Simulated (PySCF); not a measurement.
# C2H8GeOSi: electronic excitations

Aim: predict the electronic excitations of C2H8GeOSi (`[SiH3][GeH]1[CH2]O[CH2]1`).

The runs use PySCF 2.14.0, with density-fitted response routines of our own; the level of theory stands in each step. All values are computed, except where a source is named. Atoms are numbered from 0 throughout.

## 1. Starting geometry

13 atoms, charge 0, multiplicity 1; geometry from: GFN2-xTB.

Bonds of the start (Å): Si0–Ge1 2.37, Ge1–C2 2.01, C2–O3 1.43, O3–C4 1.43, C4–Ge1 2.01, Si0–H5 1.46, Si0–H6 1.46, Si0–H7 1.46, Ge1–H8 1.55, C2–H9 1.10, C2–H10 1.09, C4–H11 1.10, C4–H12 1.09.

## 2. Ultraviolet spectrum: CAM-B3LYP/def2-SVPD

Job settings and geometry (Å):

```
{"job": {"kind": "uv", "xc": "CAM-B3LYP", "basis": "def2-SVPD", "nstates": 8, "ntriplets": 3}, "charge": 0, "multiplicity": 1}
Si     2.284616     0.307860     0.188821
Ge     0.160328    -0.332447    -0.644595
C     -1.222452    -1.047786     0.631909
O     -1.777721     0.258553     0.775866
C     -1.399385     0.922656    -0.429055
H      2.941461     1.214579    -0.753363
H      2.115083     0.986106     1.472564
H      3.127666    -0.873625     0.374993
H      0.109391    -1.066887    -2.003087
H     -1.949550    -1.729541     0.173317
H     -0.953640    -1.436488     1.615449
H     -2.178704     0.811358    -1.193281
H     -1.261481     1.986148    -0.227265
```

With the program's defaults for keys left out, this is: TDDFT CAM-B3LYP/def2-SVPD, vertical, gas phase, core orbitals frozen in the response.

On the command line:

```
$ OMP_NUM_THREADS=1 python probes_run.py task.json out
```

One launch serves the whole session: the jobs run in the order shown.

Predict these results of the whole session: lowest singlet (CAM-B3LYP/def2-SVPD); brightest single state of those computed; lowest triplet.

The runs gave:

| quantity | value |
| --- | --- |
| lowest singlet (CAM-B3LYP/def2-SVPD) | 5.45 eV (228 nm), f = 0.015 |
| brightest single state of those computed | state 6, 6.91 eV, f = 0.140 |
| lowest triplet | 5.06 eV |

In words: The first singlet state (HOMO→LUMO 0.96) lies at 5.45 eV and is weak; of the 8 states computed, the strongest absorption comes from state 6 at 6.91 eV. The lowest triplet lies 0.38 eV below the lowest singlet (triplets in Tamm-Dancoff, singlets in full TDDFT).
